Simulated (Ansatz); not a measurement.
Molecular dynamics of WC

Input:

```yaml
accuracy: low
crystal:
  lattice:
    - [-2.9059, -5.033166, 0.0]
    - [4.35885, -2.516583, 0.0]
    - [0.0, 0.0, 5.67534]
  atoms:
    - { symbol: W, position: [0.75, 0.5, 0.0] }
    - { symbol: C, position: [0.5, 0.6666667, 0.25] }
    - { symbol: W, position: [0.75, 0.5, 0.5] }
    - { symbol: C, position: [0.5, 0.6666667, 0.75] }
    - { symbol: W, position: [0.5, 0.0, 0.0] }
    - { symbol: C, position: [0.25, 0.1666667, 0.25] }
    - { symbol: W, position: [0.5, 0.0, 0.5] }
    - { symbol: C, position: [0.25, 0.1666667, 0.75] }
    - { symbol: W, position: [0.25, 0.5, 0.0] }
    - { symbol: C, position: [0.0, 0.6666667, 0.25] }
    - { symbol: W, position: [0.25, 0.5, 0.5] }
    - { symbol: C, position: [0.0, 0.6666667, 0.75] }
    - { symbol: W, position: [0.0, 0.0, 0.0] }
    - { symbol: C, position: [0.75, 0.1666667, 0.25] }
    - { symbol: W, position: [0.0, 0.0, 0.5] }
    - { symbol: C, position: [0.75, 0.1666667, 0.75] }
basis:
  ecutwfc: 420.0
kpoints:
  mp_grid: { grid: [2, 2, 2] }
hamiltonian:
  xc: pbe
  pseudopotentials: { kind: paw, azcp: { folder: soft_1 } }
scf:
  occupations: { method: fermi_dirac, width: 0.24 }
  lower_state_search: "off"
md:
  timestep: 1.5
  n_steps: 500
  ensemble: nvt_langevin
  temperature: 300.0
  initial_velocities: maxwell_boltzmann
  seed: 722392
  friction: 0.02
  temperature_schedule: [{ n_steps: 500, end_temperature: 2800.0 }]
```

Run as:

```bash
$ ansatz run input.yaml --threads 1 --pin off --max-ram 3072MiB --backend cpu --events-out ev --progress --plain --runs-dir out
```

It starts from an unrelaxed structure (largest force component 0.06 eV/Å).

Output, in part (step lines):

```
md step     0: t =     0.00 fs  T =   281.2 K (target 300.0 K)  F+E_penalty+E_count = -85096.83250099 eV  E_kin = 0.581670 eV  (9 SCF iters)
md step     1: t =     1.50 fs  T =   253.9 K (target 302.5 K)  F+E_penalty+E_count = -85096.82191669 eV  E_kin = 0.525122 eV  (6 SCF iters)
md step     2: t =     3.00 fs  T =   269.1 K (target 307.5 K)  F+E_penalty+E_count = -85096.78933796 eV  E_kin = 0.556526 eV  (6 SCF iters)
md step     3: t =     4.50 fs  T =   223.2 K (target 312.5 K)  F+E_penalty+E_count = -85096.73943764 eV  E_kin = 0.461617 eV  (6 SCF iters)
md step     4: t =     6.00 fs  T =   192.5 K (target 317.5 K)  F+E_penalty+E_count = -85096.68082691 eV  E_kin = 0.398170 eV  (6 SCF iters)
md step     5: t =     7.50 fs  T =   179.8 K (target 322.5 K)  F+E_penalty+E_count = -85096.61878567 eV  E_kin = 0.371852 eV  (5 SCF iters)
md step     6: t =     9.00 fs  T =   137.9 K (target 327.5 K)  F+E_penalty+E_count = -85096.56117863 eV  E_kin = 0.285164 eV  (5 SCF iters)
md step     7: t =    10.50 fs  T =   115.7 K (target 332.5 K)  F+E_penalty+E_count = -85096.51838204 eV  E_kin = 0.239230 eV  (5 SCF iters)
[... lines left out ...]
md step   499: t =   748.50 fs  T =  3199.2 K (target 2792.5 K)  F+E_penalty+E_count = -85092.72969288 eV  E_kin = 6.616552 eV  (6 SCF iters)
md step   500: t =   750.00 fs  T =  3222.2 K (target 2797.5 K)  F+E_penalty+E_count = -85092.89044091 eV  E_kin = 6.664002 eV  (7 SCF iters)
```

The steps, from the saved trajectory:

```
time (fs)  T (K)  potential energy less start (eV)
      0.0    281                             0.000
     24.0    292                             0.302
     48.0    287                             0.534
     72.0    312                             0.732
     96.0    372                             0.882
    120.0    530                             0.711
    144.0    448                             0.785
    168.0   1037                             1.469
    192.0    713                             2.042
    216.0    470                             2.024
    240.0    975                             2.086
    264.0    904                             2.419
    288.0   1429                             2.345
    312.0   1328                             1.785
    336.0   1283                             2.060
    360.0   1677                             2.426
    384.0   1175                             3.668
    408.0   1636                             3.313
    432.0   1632                             3.376
    456.0   2622                             2.330
    480.0   1607                             4.202
    504.0   1513                             4.638
    528.0   2070                             3.051
    552.0   1435                             4.000
    576.0   1990                             4.879
    600.0   2716                             3.355
    624.0   1906                             4.987
    648.0   2145                             3.669
    672.0   1736                             4.062
    696.0   2290                             4.379
    720.0   2233                             5.262
    744.0   2908                             5.835
```

All steps were run. The schedule's set-point averaged 2175 K over the second half and the system 2057 K. A run of 0.75 ps of so small a system gives no equilibrium averages. Limits of this set-up: coarse k mesh, low accuracy level.

Mean squared displacements from the first frame to the last, about the centre of mass: W 0.02 Å², C 0.03 Å².

Last frame:

```xyz
16
Lattice="-2.9059 -5.0332 0.0000 4.3589 -2.5166 0.0000 0.0000 0.0000 5.6753" Properties=species:S:1:pos:R:3
W 0.280 -5.022 0.124
C 1.732 -4.043 1.547
W 0.200 -4.689 2.958
C 1.668 -4.047 4.217
W -1.196 -2.312 -0.028
C 0.292 -1.558 1.600
W -1.335 -2.437 2.863
C 0.193 -1.413 4.231
W 1.597 -2.357 -0.076
C 3.046 -1.740 1.518
W 1.751 -2.365 2.886
C 2.978 -1.375 4.281
W 0.104 0.237 -0.122
C -1.200 -4.010 1.406
W 0.260 0.217 2.858
C -1.223 -3.943 4.489
```

Run time: 36 min on 1 thread of Intel(R) Xeon(R) Platinum 8488C (Sapphire Rapids), on a shared host, peak memory 0.58 GiB.
